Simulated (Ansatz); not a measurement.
# CH₃AlF₂Si: basis-set convergence

An exercise on one series of results from a longer session: the logs are not shown, and one member is left open.

Computed with Ansatz 0.2.0, Gaussian basis. Level: one geometry, several basis sets.

Plan: PBE0-D4/def2-SVP; ωB97M-V/def2-SVP; PBE0-D4/def2-QZVPP; ωB97M-V/def2-QZVPP; the functionals' def2-TZVPP values are taken from earlier runs.

## Structure used throughout

An earlier PBE0-D4 in a triple-zeta def2 set relaxation fixed the geometry.

SMILES `F[Si]1(F)[CH2][AlH]1`, 8 atoms, charge 0, spin multiplicity 1.

Atoms are counted from 1 here; the program's logs count them from 0.

Bond lengths: F1–Si2 1.597 Å, Si2–F3 1.594 Å, Si2–C4 1.856 Å, Si2–Al5 2.326 Å, C4–Al5 1.982 Å, C4–H6 1.090 Å, C4–H7 1.110 Å, Al5–H8 1.583 Å. Angles: F1–Si2–F3 105.2°, F1–Si2–C4 113.0°, F1–Si2–Al5 117.6°, F3–Si2–C4 118.1°, F3–Si2–Al5 135.7°, C4–Si2–Al5 55.2°, Si2–C4–Al5 74.5°, Si2–C4–H6 128.6°, Si2–C4–H7 104.0°, Al5–C4–H6 135.5°, Al5–C4–H7 97.9°, H6–C4–H7 109.0°, Si2–Al5–C4 50.3°, Si2–Al5–H8 168.5°, C4–Al5–H8 140.6°.

Geometry (Å):

```
F     0.51247   -1.27979    1.91287
Si    0.62081   -0.87983    0.37025
F     2.07307   -1.35394   -0.08415
C     0.13296    0.88094    0.04177
Al   -1.33026   -0.22271   -0.71306
H     0.19335    1.73897    0.71089
H     0.64549    1.12848   -0.91116
H    -2.75578   -0.06931   -1.38322
```

Set-up of the first run:

File in.yaml:

```yaml
crystal:
  periodic: [false, false, false]
  atoms:
    - {symbol: F, position_ang: [0.512466, -1.279793, 1.912870]}
    - {symbol: Si, position_ang: [0.620811, -0.879828, 0.370246]}
    - {symbol: F, position_ang: [2.073067, -1.353945, -0.084150]}
    - {symbol: C, position_ang: [0.132956, 0.880935, 0.041775]}
    - {symbol: Al, position_ang: [-1.330260, -0.222712, -0.713060]}
    - {symbol: H, position_ang: [0.193347, 1.738971, 0.710892]}
    - {symbol: H, position_ang: [0.645489, 1.128480, -0.911157]}
    - {symbol: H, position_ang: [-2.755776, -0.069307, -1.383216]}
basis:
  gaussian: {orbitals: def2-SVP}
hamiltonian: {xc: pbe0, dispersion: d4}
output: {orbitals: {seedname: orbitals}}
```

Launch:

```sh
ansatz run in.yaml --threads 2 --pin off --events-out ev --progress --plain --max-ram 4352MiB
```

Steps of the session up to this table: PBE0-D4 in def2-SVP; ωB97M-V in def2-SVP; PBE0-D4 in def2-QZVPP; ωB97M-V in def2-QZVPP.

One of the session's tables, all rows but one given; the rest of the session is left out.

It belongs to the step «Functionals by basis». 

| functional | basis | HOMO (eV) | LUMO (eV) |
| --- | --- | --- | --- |
| PBE0-D4 | def2-SVP | ? | ? |
| PBE0-D4 | def2-TZVPP | -6.53 | -2.19 |
| PBE0-D4 | def2-QZVPP | -6.55 | -2.21 |
| ωB97M-V | def2-SVP | -8.45 | -0.40 |
| ωB97M-V | def2-TZVPP | -8.50 | -0.48 |
| ωB97M-V | def2-QZVPP | -8.53 | -0.58 |

Estimate the missing values for PBE0-D4, def2-SVP.

**Answer.** HOMO (eV): -6.51; LUMO (eV): -2.17. In the column «HOMO (eV)» it is the highest.
